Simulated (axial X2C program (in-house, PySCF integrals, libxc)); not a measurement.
# A two-component session on BrSi⁻: properties at the nuclei

Wanted for BrSi⁻: properties at the nuclei, at the two-component level.

The runs use an in-house X2C program for linear molecules on PySCF integrals; two-component X2C with atomic mean-field terms, Br dyall-acv3z, Si dyall-av3z.

All values are calculated.

**1. Input**

The input, task.json:

```json
{"zs": [35, 14], "q": -1, "bas": ["dyall-acv3z", "dyall-av3z"], "r0": 2.3, "levels": ["PBE0", "HF", "LDA", "TPSSh", "BP86"], "nst": 3}
```

Keys: zs atomic numbers; q charge; bas basis sets; r0 starting distance in Å; levels methods (HF also brings MP2); nst determinants followed.

Run with:

```sh
python soeom.py task.json out
```

The runs that follow: Expectation values, lowest determinant; Expectation values, a higher determinant; Expectation values, a higher determinant.

**Question.** What will these runs give? Wanted: lowest determinant; Eeff magnitude; Ws magnitude Br; A∥/gI Br; qzz Br; higher determinant; qzz Si (for each run or level that gives them).

As calculated:

| quantity | value |
| --- | --- |
| lowest determinant | Ω = 1 (excess of +ω over −ω: ω = -1/2, ω = 3/2) |
| Eeff magnitude (GV/cm), PBE0 | 0.116 |
| Ws magnitude Br (kHz), PBE0 | 0.0274 |
| A∥/gI Br (MHz), PBE0 | -39.2 |
| qzz Br (a.u.), PBE0 | 3.12 |
| higher determinant | Ω = 0 (closed shell) |
| qzz Br (a.u.), PBE0, higher determinant | 3.01 |
| qzz Si (a.u.), PBE0, higher determinant | 0.66 |
| higher determinant | Ω = 2 (excess of +ω over −ω: ω = 1/2, ω = 3/2) |
| Eeff magnitude (GV/cm), PBE0, higher determinant | 0.0151 |
| Ws magnitude Br (kHz), PBE0, higher determinant | 0.00325 |
| A∥/gI Br (MHz), PBE0, higher determinant | 88 |
| qzz Br (a.u.), PBE0, higher determinant | 3.03 |

In the first state, the effective field runs from 0.0166 to 0.229 GV/cm over the mean-field levels, so the levels don't agree on it. The expectation values come from single determinants, which for open shells can mix terms of unlike spin or miss the lowest Ω, so a determinant need not be a state. Eeff is the effective electric field on the electron dipole moment in this Ω state and Ws the scalar–pseudoscalar constant (defined with the proton number Z and per Ω); A∥ is the parallel hyperfine constant, which follows by multiplying with the nuclear g factor gI = μI/(I μN); qzz is the electric field gradient, eQq0 = 234.96 MHz × Q/barn × qzz. The operators were transformed with the bare-nucleus X2C matrices.
